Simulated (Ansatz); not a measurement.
# Si2NH6Cl (SMILES N[SiH]([SiH3])Cl) at BLYP/6-31G(d) (spherical functions)

What is the electronic atomisation energy of Si2NH6Cl at BLYP/6-31G* (spherical functions)? 

Program for the calculation: Ansatz 0.2.0.

68 further runs of the same task are left out: 2 that didn't finish, 66 set aside as unsound or not needed.

## Step 1: The system as given

Si2NH6Cl: 10 atoms, total charge 0, spin state singlet. As SMILES, `N[SiH]([SiH3])Cl`. The shape is that of a PBE0-D4/def2-TZVP optimisation. This is one conformer, not always the lowest.

Bond lengths: N1–Si2 1.706 Å, Si2–Si3 2.336 Å, Si2–Cl4 2.083 Å, N1–H5 1.008 Å, N1–H6 1.008 Å, Si2–H7 1.482 Å, Si3–H8 1.486 Å, Si3–H9 1.489 Å, Si3–H10 1.488 Å. Some angles: N1–Si2–Si3 109.4°, N1–Si2–Cl4 114.5°, Si3–Si2–Cl4 106.1°, N1–Si2–H7 107.1°, Si3–Si2–H7 114.7°, Cl4–Si2–H7 105.1°, Si2–N1–H5 120.5°, Si2–N1–H6 120.3°, Si2–Si3–H8 110.2°, Si2–Si3–H9 108.8°.

## Step 2: A single-point energy at BLYP/6-31G(d) (spherical functions)

Contents of in.yaml:

```yaml
basis:
  gaussian: {orbitals: 6-31G_st_-spherical.json}
crystal:
  periodic: [false, false, false]
  atoms:
    - {symbol: N, position_ang: [-0.500400, 1.640400, -0.476600]}
    - {symbol: Si, position_ang: [-0.088700, 0.024400, -0.834700]}
    - {symbol: Si, position_ang: [0.678000, -1.030800, 1.103600]}
    - {symbol: Cl, position_ang: [-1.669600, -1.135800, -1.538400]}
    - {symbol: H, position_ang: [-1.066800, 1.857300, 0.327900]}
    - {symbol: H, position_ang: [-0.657600, 2.302300, -1.220500]}
    - {symbol: H, position_ang: [0.889100, 0.060000, -1.948200]}
    - {symbol: H, position_ang: [0.872200, -2.482600, 0.855100]}
    - {symbol: H, position_ang: [-0.336100, -0.853800, 2.179500]}
    - {symbol: H, position_ang: [1.962900, -0.432600, 1.555400]}
hamiltonian: {xc: {name: BLYP}}
accuracy: high
output: {orbitals: {seedname: orbitals}}
```

The basis set 6-31G* is read from a file made from the Basis Set Exchange's data (not shown).

The run is started by

```console
$ ansatz run in.yaml --threads 1 --pin off --max-ram 3480MiB --events-out events.jsonl --progress --plain --runs-dir runs
```

Log:

```text
Warning: RAYON_NUM_THREADS=1 ignored (pool sized by the plan → 1); use --threads N
Functional definition: BLYP
  name "BLYP"
  parameter beta = 0.0042
  parameter a = 0.04918
  parameter b = 0.132
  parameter c = 0.2533
  parameter d = 0.349
  exchange = b88_x(beta = beta)
  correlation = lyp_c(a = a, b = b, c = c, d = d)
1819 factors; integrals over basis functions are off by at most 3.5e-9 eV
mean field evaluation 1: about -29856.1222 eV, gradient 6.3e1 eV
mean field evaluation 2: about -29821.9807 eV, gradient 1.2e2 eV
mean field evaluation 4: about -29864.3260 eV, gradient 7.4e0 eV
mean field evaluation 8: about -29864.4779 eV, gradient 1.4e-1 eV
mean field evaluation 16: about -29864.4780 eV, gradient 1.3e-5 eV
mean field -29864.47798876 eV, -1097.4993232168 hartree, gradient 6.1e-8 eV, S^2 0.000000; 0 other end points of the search recorded, 0 dependent functions left out
reference -29864.47805099 eV, -1097.4993255036 hartree; 29, 29 occupied and 51, 51 virtual orbitals, 1819 factors
Total energy: -29864.47805099 eV, -1097.4993255036 hartree
```

Wall time 8.1 s (1 thread of Arm Neoverse V1, shared host); peak memory 0.21 GiB.

## Step 3: The Cl atom, same level

Contents of input.yaml:

```yaml
crystal:
  periodic: [false, false, false]
  atoms:
    - {symbol: Cl, position_ang: [0.000000, 0.000000, 0.000000]}
basis:
  gaussian:
    orbitals: 6-31G_st_-spherical.json
hamiltonian:
  xc: {name: BLYP}
accuracy: high
magnetization:
  spin_polarized: true
  initial_magnetization: 1
```

The basis set 6-31G* is read from a file made from the Basis Set Exchange's data (not shown).

Run the same way, it converges to -460.11341 Eh (log not shown).

## Step 4: The H atom

Contents of input.yaml:

```yaml
crystal:
  periodic: [false, false, false]
  atoms:
    - symbol: H
      position_ang: [0.000000, 0.000000, 0.000000]
basis:
  gaussian:
    orbitals: "6-31G*"
magnetization:
  spin_polarized: true
  initial_magnetization: 1
hamiltonian:
  xc: {name: BLYP}
accuracy: high
```

Run the same way, it converges to -0.49545 Eh (log not shown).

## Step 5: The N atom, same level

Contents of molecule.yaml:

```yaml
crystal:
  periodic: [false, false, false]
  atoms:
    - {symbol: "N", position_ang: [0.000000, 0.000000, 0.000000]}
basis:
  gaussian: {orbitals: 6-31G_st_-spherical.json}
magnetization: {spin_polarized: true, initial_magnetization: 3}
hamiltonian: {xc: {name: BLYP}}
accuracy: high
```

The basis set 6-31G* is read from a file made from the Basis Set Exchange's data (not shown).

Run the same way, it converges to -54.56637 Eh (log not shown).

## Step 6: The Si atom at the same level

Contents of input.yaml:

```yaml
crystal:
  periodic: [false, false, false]
  atoms:
    - symbol: Si
      position_ang: [0.000000, 0.000000, 0.000000]
basis:
  gaussian: {orbitals: 6-31G_st_-spherical.json}
magnetization: {spin_polarized: true, initial_magnetization: 2}
hamiltonian: {xc: {name: BLYP}}
accuracy: high
```

The basis set 6-31G* is read from a file made from the Basis Set Exchange's data (not shown).

Run the same way, it converges to -289.35327 Eh (log not shown).

## Step 7: Outcome

At BLYP/6-31G* (spherical functions):

| quantity | value |
| --- | --- |
| molecule: total energy | -1097.49933 Eh |
| molecule: HOMO energy | -6.17 eV |
| molecule: LUMO energy | -0.44 eV |
| molecule: HOMO–LUMO gap | 5.73 eV |
| Cl atom: total energy | -460.11341 Eh |
| Cl atom: ⟨S²⟩ | 0.751 |
| H atom: total energy | -0.49545 Eh |
| H atom: ⟨S²⟩ | 0.750 |
| N atom: total energy | -54.56637 Eh |
| N atom: ⟨S²⟩ | 3.752 |
| Si atom: total energy | -289.35327 Eh |
| Si atom: ⟨S²⟩ | 2.002 |
| electronic atomisation energy | 31.030 eV |

In words: Taking the molecule apart into free atoms costs 31.03 eV (2994 kJ/mol), before zero-point energy and without spin-orbit coupling.
